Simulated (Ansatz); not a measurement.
# AlGeH7O2: the cost of one run

Method: RHF/def2-SVP, in Ansatz 0.2.0.

1 further run of the same task is left out (it didn't finish).

## Step 1: The system as given

Bond lengths: Ge1–H3 1.550 Å, Ge1–H4 1.549 Å, Ge1–O5 1.769 Å, O5–H6 1.010 Å, Ge1–O7 2.070 Å, O7–Al8 1.780 Å, Al8–H9 1.560 Å, Al8–H10 1.560 Å. Angles: H3–Ge1–H4 109.5°, H3–Ge1–O5 109.5°, H3–Ge1–O7 75.8°, H4–Ge1–O5 109.5°, H4–Ge1–O7 173.4°, O5–Ge1–O7 64.4°, Ge1–O5–H6 109.5°, Ge1–O7–Al8 125.0°, O7–Al8–H9 120.0°, O7–Al8–H10 120.0°, H9–Al8–H10 120.0°.

Coordinates:

```xyz
11

Ge    0.0000    0.0000    0.0000
H     0.0000    0.0000    1.9000
H     1.4616    0.0000   -0.5162
H    -0.7300    1.2648   -0.5162
O    -0.8337   -1.4443   -0.5894
H    -1.2883   -1.9100    0.1830
O     0.7702   -1.8071    0.6527
Al   -0.0142   -3.3899    0.4341
H     0.7543   -4.5507   -0.2697
H    -1.4702   -3.6162    0.9464
H     0.3897   -0.9142    1.8011
```

## Step 2: Pulling towards end A

Springs on the bonds that form and break draw the guess towards this end; the thresholds are loose.

Contents of input.yaml:

```yaml
crystal:
  periodic: [false, false, false]
  atoms:
    - { symbol: Ge, position_ang: [0.0, 0.0, 0.0] }
    - { symbol: H, position_ang: [0.0, 0.0, 1.9] }
    - { symbol: H, position_ang: [1.4616, 0.0, -0.5162] }
    - { symbol: H, position_ang: [-0.73, 1.2648, -0.5162] }
    - { symbol: O, position_ang: [-0.8337, -1.4443, -0.5894] }
    - { symbol: H, position_ang: [-1.2883, -1.91, 0.183] }
    - { symbol: O, position_ang: [0.7702, -1.8071, 0.6527] }
    - { symbol: Al, position_ang: [-0.0142, -3.3899, 0.4341] }
    - { symbol: H, position_ang: [0.7543, -4.5507, -0.2697] }
    - { symbol: H, position_ang: [-1.4702, -3.6162, 0.9464] }
    - { symbol: H, position_ang: [0.3897, -0.9142, 1.8011] }
basis:
  gaussian: { orbitals: def2-SVP }
hamiltonian:
  xc: hf
relax:
  f_tol: 0.15
  max_steps: 25
  restrain:
    - { distance: [0, 6], at: 2.97, k: 30.0 }
    - { distance: [10, 1], at: 1.86, k: 30.0 }
    - { distance: [0, 1], at: 1.55, k: 30.0 }
    - { distance: [10, 6], at: 1.01, k: 30.0 }
```

On the command line:

```bash
> ansatz run input.yaml --threads 2 --pin off --max-ram 3072MiB --backend cpu --events-out ev --progress --plain --runs-dir out
```

**Question.** How long does this run take on 2 threads of Arm Neoverse V2, shared host, and how much memory does it need?

About 22 s, with a peak of 0.25 GiB.
